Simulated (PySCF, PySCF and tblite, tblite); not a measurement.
# C₈H₁₄O: conformers and averaged spectra, part 2 of 3

PySCF and tblite. Atoms count from 0. The steps go on from the part before.

## (4) Shieldings, conformer 1: PBE0/pcSseg-1

What the job is given:

```
{"job": {"xc": "PBE0", "basis": "pcSseg-1", "kind": "nmr", "pop": true}, "charge": 0, "multiplicity": 1}
C     -3.395794     0.074109     0.294122
O     -2.272411    -0.536375    -0.284913
C     -1.045535    -0.173943     0.307132
C     -0.567171     1.249863    -0.020090
C      0.937176     1.188287     0.233045
C      1.337802    -0.231203    -0.149675
C      2.488401    -0.487538    -1.074993
C      2.606146    -0.826876     0.381818
C      0.068319    -1.061095    -0.258410
H     -3.401038     1.157944     0.131918
H     -4.267243    -0.364456    -0.188616
H     -3.441054    -0.121250     1.373362
H     -1.114600    -0.293449     1.401550
H     -0.770842     1.446026    -1.073952
H     -1.059102     2.012150     0.582959
H      1.143505     1.361015     1.292516
H      1.480145     1.937965    -0.342248
H      3.048854     0.356329    -1.449113
H      2.404556    -1.300646    -1.780413
H      3.241974    -0.208712     0.998387
H      2.607929    -1.868977     0.664302
H     -0.174873    -1.273056    -1.301191
H      0.140104    -2.009127     0.272581
```

The log of the run:

```text
coarse grid: 18456 points
cycle   1  E = -387.8038315112  dE =  1.302e+00  |g| = 6.142e-01  |ddm| = 4.205e+00
cycle   2  E = -387.7541393954  dE =  4.969e-02  |g| = 8.191e-01  |ddm| = 1.425e+00
cycle   3  E = -387.8858480127  dE = -1.317e-01  |g| = 9.410e-02  |ddm| = 9.028e-01
cycle   4  E = -387.8872501856  dE = -1.402e-03  |g| = 3.771e-02  |ddm| = 9.478e-02
cycle   5  E = -387.8875588451  dE = -3.087e-04  |g| = 6.498e-03  |ddm| = 3.840e-02
cycle   6  E = -387.8875660255  dE = -7.180e-06  |g| = 3.180e-03  |ddm| = 9.354e-03
cycle   7  E = -387.8875683393  dE = -2.314e-06  |g| = 2.761e-04  |ddm| = 2.920e-03
final grid: 176080 points
cycle   8  E = -387.9541756556  dE = -5.731e-05  |g| = 1.256e-02  |ddm| = 4.329e-02
cycle   9  E = -387.9541476725  dE =  2.798e-05  |g| = 1.753e-02  |ddm| = 2.410e-02
cycle  10  E = -387.9542092155  dE = -6.154e-05  |g| = 1.728e-03  |ddm| = 1.477e-02
cycle  11  E = -387.9542098453  dE = -6.297e-07  |g| = 1.786e-04  |ddm| = 1.777e-03
cycle  12  E = -387.9542098513  dE = -6.006e-09  |g| = 6.254e-05  |ddm| = 2.433e-04
cycle  13  E = -387.9542098520  dE = -7.785e-10  |g| = 2.317e-05  |ddm| = 7.253e-05
converged SCF energy = -387.9542098520

GIAO shielding tensors (ppm)
atom      isotropic    diamagn.    paramagn.     s11        s22        s33       span
  0 C      127.192     242.876    -115.683     94.412    104.083    183.081     88.669
  1 O      289.063     396.227    -107.165    251.315    278.960    336.913     85.598
  2 C       99.463     248.994    -149.531     62.811     86.078    149.498     86.687
  3 C      151.907     250.750     -98.843    131.593    154.593    169.534     37.941
  4 C      149.727     245.905     -96.178    118.820    149.947    180.413     61.593
  5 C      168.728     248.042     -79.314    135.994    151.543    218.646     82.652
  6 C      167.534     252.343     -84.809    130.668    175.117    196.816     66.148
  7 C      168.832     252.695     -83.862    133.198    175.388    197.910     64.712
  8 C      140.456     244.399    -103.943    106.318    142.517    172.533     66.215
  9 H       28.179      28.980      -0.801     23.860     26.347     34.330     10.471
 10 H       27.862      27.327       0.535     23.675     25.200     34.713     11.038
 11 H       28.501      28.494       0.007     24.777     25.866     34.859     10.082
 12 H       27.863      33.913      -6.050     25.019     28.573     29.997      4.978
 13 H       30.154      32.516      -2.361     25.941     29.304     35.218      9.277
 14 H       29.550      32.096      -2.546     24.538     28.555     35.556     11.019
 15 H       29.865      31.834      -1.969     24.222     29.250     36.124     11.901
 16 H       30.215      31.574      -1.359     25.014     29.166     36.464     11.450
 17 H       31.229      31.411      -0.182     25.824     28.119     39.744     13.920
 18 H       31.272      31.289      -0.016     25.743     28.288     39.786     14.043
 19 H       31.403      31.336       0.067     25.784     28.352     40.074     14.290
 20 H       31.238      31.438      -0.200     25.673     28.289     39.752     14.078
 21 H       29.775      32.092      -2.317     24.475     30.047     34.802     10.327
 22 H       29.932      31.926      -1.994     24.883     29.862     35.049     10.166
```

It took 59 s on 1 thread of Arm Neoverse V1, shared host; peak memory 1.1 GiB.

Key values: HOMO -7.20 eV, LUMO 1.45 eV; dipole 1.29 D.

The fields below are evaluated on a grid from the run's orbitals.

Frontier orbitals at PBE0/pcSseg-1, with the share of their density that lies nearest to each atom:

| orbital | energy (eV) | lies on |
| --- | --- | --- |
| HOMO | -7.20 | O1 59 %; C3 8 %; H9 7 % |
| LUMO | 1.45 | H12, H14 about 16 % each; H11, H15 about 10 % each; H9, H22 about 7 % each |

ELF in a plane through or near 8 of the atoms.

Values, 10 rows by 14 columns:
```
0.00 0.00 0.00 0.00 0.00 0.00 0.00 0.00 0.00 0.00 0.00 0.00 0.00 0.00
0.00 0.00 0.00 0.00 0.00 0.01 0.02 0.00 0.01 0.00 0.00 0.00 0.00 0.00
0.00 0.00 0.00 0.00 0.03 0.84 0.64 0.04 0.90 0.44 0.00 0.00 0.00 0.00
0.00 0.00 0.00 0.00 0.01 0.77 0.57 0.70 0.98 0.46 0.45 0.41 0.00 0.00
0.00 0.00 0.00 0.05 0.08 0.42 0.80 0.63 0.77 0.02 0.99 0.82 0.00 0.00
0.00 0.00 0.03 0.52 0.87 0.49 0.84 0.74 0.13 0.60 0.72 0.59 0.09 0.00
0.00 0.00 0.01 0.24 0.35 0.10 0.55 0.39 0.29 0.86 0.38 0.96 0.46 0.00
0.00 0.00 0.00 0.01 0.02 0.01 0.83 0.64 0.02 0.55 0.01 0.23 0.01 0.00
0.00 0.00 0.00 0.00 0.00 0.00 0.11 0.06 0.00 0.00 0.00 0.00 0.00 0.00
0.00 0.00 0.00 0.00 0.00 0.00 0.00 0.00 0.00 0.00 0.00 0.00 0.00 0.00
```
The map spans 13.5 Å across and 9.3 Å up, centred on the molecule. Atoms in the plane (x, y in Å): C0 (3.4, -0.3), C2 (1.0, -0.3), C3 (0.7, 1.2), C4 (-0.8, 1.3), C5 (-1.4, -0.1), C8 (-0.2, -1.1), H9 (3.5, 0.7), H14 (1.3, 1.9).

On the surface of density 0.002 e/bohr³ the electrostatic potential runs, from the 1st to the 99th percentile, from -1.51 V near O1 to 0.61 V near H10.

## (5) Shieldings, conformer 2: PBE0/pcSseg-1

What the job is given:

```
{"job": {"xc": "PBE0", "basis": "pcSseg-1", "kind": "nmr", "pop": false}, "charge": 0, "multiplicity": 1}
C      3.097875     0.958254    -0.459447
O      2.274124    -0.117146    -0.827364
C      1.165579    -0.311617     0.020577
C      0.461183    -1.618669    -0.347014
C     -0.920390    -1.478275     0.285399
C     -1.236242     0.009454     0.191686
C     -2.536916     0.486444    -0.380450
C     -2.270474     0.617265     1.090289
C      0.056065     0.745972    -0.128800
H      3.455550     0.849613     0.572651
H      3.947646     0.941513    -1.139340
H      2.580212     1.919824    -0.552389
H      1.504941    -0.347205     1.069615
H      0.390236    -1.666524    -1.433569
H      1.006140    -2.492702     0.003431
H     -0.882904    -1.785426     1.333673
H     -1.667585    -2.089657    -0.219714
H     -3.258400    -0.248609    -0.704595
H     -2.534309     1.385112    -0.979378
H     -2.806578    -0.034633     1.764230
H     -2.093407     1.604287     1.491043
H      0.052421     1.094304    -1.164631
H      0.210481     1.605405     0.524175
```

The log of the run:

```text
coarse grid: 18456 points
cycle   1  E = -387.8033765355  dE =  1.300e+00  |g| = 6.142e-01  |ddm| = 4.197e+00
cycle   2  E = -387.7541850922  dE =  4.919e-02  |g| = 8.179e-01  |ddm| = 1.406e+00
cycle   3  E = -387.8854301205  dE = -1.312e-01  |g| = 9.398e-02  |ddm| = 8.880e-01
cycle   4  E = -387.8868295750  dE = -1.399e-03  |g| = 3.747e-02  |ddm| = 9.424e-02
cycle   5  E = -387.8871333423  dE = -3.038e-04  |g| = 6.785e-03  |ddm| = 3.903e-02
cycle   6  E = -387.8871413638  dE = -8.022e-06  |g| = 3.228e-03  |ddm| = 9.825e-03
cycle   7  E = -387.8871437459  dE = -2.382e-06  |g| = 2.744e-04  |ddm| = 3.003e-03
final grid: 176080 points
cycle   8  E = -387.9541999370  dE = -6.000e-05  |g| = 1.316e-02  |ddm| = 4.429e-02
cycle   9  E = -387.9541679201  dE =  3.202e-05  |g| = 1.854e-02  |ddm| = 2.566e-02
cycle  10  E = -387.9542368060  dE = -6.889e-05  |g| = 1.789e-03  |ddm| = 1.593e-02
cycle  11  E = -387.9542374894  dE = -6.834e-07  |g| = 1.807e-04  |ddm| = 1.821e-03
cycle  12  E = -387.9542374957  dE = -6.245e-09  |g| = 6.274e-05  |ddm| = 2.428e-04
cycle  13  E = -387.9542374964  dE = -7.653e-10  |g| = 2.542e-05  |ddm| = 8.202e-05
converged SCF energy = -387.9542374964

GIAO shielding tensors (ppm)
atom      isotropic    diamagn.    paramagn.     s11        s22        s33       span
  0 C      126.953     243.872    -116.919     94.683    103.257    182.919     88.236
  1 O      286.454     395.421    -108.967    244.341    278.479    336.541     92.200
  2 C       99.712     248.953    -149.241     63.102     85.712    150.322     87.219
  3 C      148.782     247.970     -99.188    119.459    156.674    170.214     50.755
  4 C      150.432     246.083     -95.651    121.576    150.195    179.525     57.949
  5 C      167.651     247.994     -80.343    132.509    151.748    218.696     86.187
  6 C      167.058     252.512     -85.454    129.543    175.115    196.517     66.974
  7 C      168.480     252.435     -83.955    132.360    175.349    197.730     65.370
  8 C      142.238     248.134    -105.895    116.304    143.342    167.068     50.764
  9 H       28.516      28.706      -0.190     24.971     25.750     34.827      9.856
 10 H       27.891      27.423       0.468     23.697     25.202     34.773     11.076
 11 H       28.340      29.823      -1.483     23.961     26.754     34.306     10.345
 12 H       27.866      33.675      -5.809     25.141     28.215     30.243      5.102
 13 H       29.782      31.639      -1.857     25.925     28.722     34.700      8.776
 14 H       29.705      30.525      -0.821     25.281     27.386     36.446     11.165
 15 H       29.849      31.435      -1.586     24.355     29.027     36.164     11.809
 16 H       30.337      31.193      -0.856     25.271     29.113     36.626     11.356
 17 H       31.186      31.572      -0.385     25.748     28.060     39.751     14.003
 18 H       31.246      31.596      -0.351     25.684     28.402     39.651     13.967
 19 H       31.374      31.397      -0.023     25.729     28.308     40.086     14.358
 20 H       31.263      31.704      -0.441     25.684     28.431     39.675     13.991
 21 H       30.020      32.825      -2.805     24.544     30.462     35.055     10.511
 22 H       29.851      33.313      -3.462     24.308     30.869     34.377     10.069
```

It took 46 s on 1 thread of Arm Neoverse V1, shared host; peak memory 1.1 GiB.

This run: HOMO -7.16 eV, LUMO 1.46 eV; dipole 1.12 D.

## (6) Shieldings, conformer 3: PBE0/pcSseg-1

What the job is given:

```
{"job": {"xc": "PBE0", "basis": "pcSseg-1", "kind": "nmr", "pop": false}, "charge": 0, "multiplicity": 1}
C      3.035812     0.036344     1.092612
O      2.079246     0.802077     0.411177
C      1.172132     0.041705    -0.364421
C      0.407311     1.005201    -1.287262
C     -0.940657     1.226233    -0.604395
C     -1.237693    -0.132237    -0.005500
C     -2.520622    -0.434460     0.701130
C     -2.238880    -1.047629    -0.641334
C      0.094148    -0.661880     0.493958
H      3.632618    -0.564437     0.393268
H      3.685639     0.740877     1.608555
H      2.579067    -0.637496     1.827344
H      1.745547    -0.692096    -0.952569
H      0.974578     1.924634    -1.414349
H      0.260304     0.538926    -2.261418
H     -1.710933     1.559834    -1.297952
H     -0.838581     1.967269     0.190950
H     -3.267225     0.343035     0.760908
H     -2.488909    -1.074173     1.570375
H     -2.798854    -0.689090    -1.492070
H     -2.021623    -2.104744    -0.681538
H      0.236773    -0.373277     1.538034
H      0.156051    -1.747629     0.424578
```

The log of the run:

```text
coarse grid: 18456 points
cycle   1  E = -387.8026741759  dE =  1.300e+00  |g| = 6.241e-01  |ddm| = 4.208e+00
cycle   2  E = -387.7432973422  dE =  5.938e-02  |g| = 8.539e-01  |ddm| = 1.376e+00
cycle   3  E = -387.8872634160  dE = -1.440e-01  |g| = 9.538e-02  |ddm| = 8.771e-01
cycle   4  E = -387.8887260546  dE = -1.463e-03  |g| = 3.761e-02  |ddm| = 9.274e-02
cycle   5  E = -387.8890327336  dE = -3.067e-04  |g| = 6.471e-03  |ddm| = 3.743e-02
cycle   6  E = -387.8890397728  dE = -7.039e-06  |g| = 3.135e-03  |ddm| = 9.189e-03
final grid: 176080 points
cycle   7  E = -387.9547223671  dE = -5.252e-05  |g| = 1.472e-02  |ddm| = 4.723e-02
cycle   8  E = -387.9546752122  dE =  4.715e-05  |g| = 2.123e-02  |ddm| = 3.177e-02
cycle   9  E = -387.9547702530  dE = -9.504e-05  |g| = 1.610e-03  |ddm| = 1.891e-02
cycle  10  E = -387.9547708230  dE = -5.701e-07  |g| = 2.300e-04  |ddm| = 1.646e-03
cycle  11  E = -387.9547708311  dE = -8.098e-09  |g| = 1.085e-04  |ddm| = 3.096e-04
cycle  12  E = -387.9547708335  dE = -2.339e-09  |g| = 2.728e-05  |ddm| = 1.122e-04
cycle  13  E = -387.9547708336  dE = -1.569e-10  |g| = 4.320e-06  |ddm| = 2.703e-05
converged SCF energy = -387.9547708336

GIAO shielding tensors (ppm)
atom      isotropic    diamagn.    paramagn.     s11        s22        s33       span
  0 C      128.287     243.465    -115.178     94.209    107.565    183.085     88.877
  1 O      277.091     397.878    -120.787    225.594    268.628    337.050    111.456
  2 C      100.594     248.709    -148.114     72.959     89.760    139.064     66.105
  3 C      147.495     246.773     -99.279    118.170    155.331    168.983     50.812
  4 C      149.216     245.628     -96.411    122.140    151.222    174.288     52.148
  5 C      161.761     248.949     -87.188    124.308    150.338    210.637     86.329
  6 C      177.905     252.651     -74.745    151.676    177.425    204.615     52.939
  7 C      167.204     253.218     -86.014    126.493    175.920    199.198     72.705
  8 C      141.450     247.354    -105.904    121.997    135.992    166.362     44.365
  9 H       28.667      28.341       0.325     24.843     26.032     35.125     10.282
 10 H       28.010      27.757       0.252     23.720     25.361     34.949     11.229
 11 H       28.403      29.814      -1.411     23.913     26.930     34.365     10.451
 12 H       27.822      33.360      -5.538     24.927     27.562     30.978      6.052
 13 H       29.803      30.523      -0.720     25.318     27.937     36.154     10.837
 14 H       29.615      31.232      -1.617     25.081     27.947     35.815     10.734
 15 H       30.856      31.705      -0.849     25.882     29.056     37.630     11.747
 16 H       29.495      31.078      -1.583     24.890     28.146     35.449     10.559
 17 H       31.204      31.219      -0.015     25.202     28.084     40.326     15.124
 18 H       31.283      31.438      -0.155     25.298     28.327     40.224     14.927
 19 H       31.341      31.839      -0.499     25.936     27.999     40.087     14.150
 20 H       31.473      32.042      -0.570     26.047     28.365     40.006     13.959
 21 H       29.689      32.612      -2.924     23.676     30.328     35.062     11.386
 22 H       30.238      33.045      -2.807     24.919     30.569     35.226     10.307
```

It took 47 s on 1 thread of Arm Neoverse V1, shared host; peak memory 1.1 GiB.

Key values: HOMO -7.12 eV, LUMO 1.41 eV; dipole 1.11 D.

## (7) Shieldings, conformer 4: PBE0/pcSseg-1

What the job is given:

```
{"job": {"xc": "PBE0", "basis": "pcSseg-1", "kind": "nmr", "pop": false}, "charge": 0, "multiplicity": 1}
C      3.273394     0.116702     0.321435
O      2.022545    -0.513413     0.271148
C      1.074083     0.116592    -0.571988
C      0.398955     1.330720     0.090141
C     -0.769576     0.723874     0.861363
C     -1.281729    -0.342053    -0.086058
C     -2.445242    -1.215188     0.262911
C     -2.586972    -0.164586    -0.800981
C     -0.066147    -0.888860    -0.818568
H      3.714809     0.201531    -0.680644
H      3.218615     1.118993     0.762856
H      3.908824    -0.511002     0.943672
H      1.574786     0.406304    -1.508987
H      1.086898     1.879079     0.731494
H      0.029368     2.004166    -0.684147
H     -1.530604     1.458527     1.120878
H     -0.401398     0.258014     1.777920
H     -2.940926    -1.053635     1.208455
H     -2.419209    -2.250046    -0.043217
H     -3.184449     0.707298    -0.579331
H     -2.660404    -0.489375    -1.828363
H      0.240360    -1.850671    -0.405210
H     -0.260736    -1.015986    -1.882976
```

The log of the run:

```text
coarse grid: 18456 points
cycle   1  E = -387.8025086868  dE =  1.303e+00  |g| = 6.254e-01  |ddm| = 4.197e+00
cycle   2  E = -387.7398618140  dE =  6.265e-02  |g| = 8.630e-01  |ddm| = 1.410e+00
cycle   3  E = -387.8875815052  dE = -1.477e-01  |g| = 9.732e-02  |ddm| = 9.048e-01
cycle   4  E = -387.8891144259  dE = -1.533e-03  |g| = 3.793e-02  |ddm| = 9.393e-02
cycle   5  E = -387.8894267620  dE = -3.123e-04  |g| = 6.157e-03  |ddm| = 3.625e-02
cycle   6  E = -387.8894330441  dE = -6.282e-06  |g| = 2.975e-03  |ddm| = 8.545e-03
final grid: 176080 points
cycle   7  E = -387.9550192290  dE = -4.815e-05  |g| = 1.468e-02  |ddm| = 4.273e-02
cycle   8  E = -387.9549739808  dE =  4.525e-05  |g| = 2.109e-02  |ddm| = 3.002e-02
cycle   9  E = -387.9550661215  dE = -9.214e-05  |g| = 1.606e-03  |ddm| = 1.791e-02
cycle  10  E = -387.9550666870  dE = -5.654e-07  |g| = 2.311e-04  |ddm| = 1.650e-03
cycle  11  E = -387.9550666953  dE = -8.367e-09  |g| = 1.083e-04  |ddm| = 3.210e-04
cycle  12  E = -387.9550666977  dE = -2.351e-09  |g| = 2.762e-05  |ddm| = 1.139e-04
cycle  13  E = -387.9550666978  dE = -1.585e-10  |g| = 4.626e-06  |ddm| = 2.750e-05
converged SCF energy = -387.9550666978

GIAO shielding tensors (ppm)
atom      isotropic    diamagn.    paramagn.     s11        s22        s33       span
  0 C      128.006     242.437    -114.432     93.374    106.826    183.817     90.443
  1 O      289.816     398.901    -109.085    243.998    297.852    327.597     83.599
  2 C       99.089     248.459    -149.371     76.336     86.762    134.169     57.834
  3 C      154.107     248.766     -94.659    138.672    155.483    168.165     29.492
  4 C      148.952     245.694     -96.742    119.148    151.671    176.037     56.889
  5 C      164.200     247.907     -83.707    129.596    150.967    212.036     82.439
  6 C      176.361     251.955     -75.594    149.121    176.960    203.003     53.882
  7 C      166.318     253.534     -87.216    125.090    175.621    198.242     73.151
  8 C      139.036     244.875    -105.839    108.568    139.546    168.993     60.426
  9 H       28.666      28.150       0.515     24.575     26.073     35.349     10.774
 10 H       28.254      29.314      -1.060     23.648     26.569     34.545     10.897
 11 H       27.946      27.885       0.060     23.656     25.263     34.918     11.262
 12 H       27.876      33.278      -5.402     24.603     27.620     31.406      6.803
 13 H       29.700      32.104      -2.403     24.587     28.537     35.977     11.389
 14 H       30.269      32.303      -2.034     25.558     28.258     36.990     11.432
 15 H       30.802      32.054      -1.252     25.583     29.279     37.543     11.960
 16 H       29.498      31.554      -2.056     24.721     28.449     35.324     10.603
 17 H       31.206      31.029       0.176     25.267     28.164     40.186     14.920
 18 H       31.251      31.078       0.174     25.417     28.193     40.144     14.727
 19 H       31.307      31.713      -0.406     25.857     28.112     39.952     14.095
 20 H       31.511      31.763      -0.251     26.067     28.369     40.097     14.030
 21 H       29.638      31.545      -1.907     24.180     29.838     34.896     10.716
 22 H       29.881      31.820      -1.939     24.407     29.948     35.289     10.882
```

Wall time 47 s (1 thread of Arm Neoverse V1, shared host); peak memory 1.1 GiB.

Key values: HOMO -7.20 eV, LUMO 1.43 eV; dipole 1.26 D.

(Part 2 of 3 ends here.)
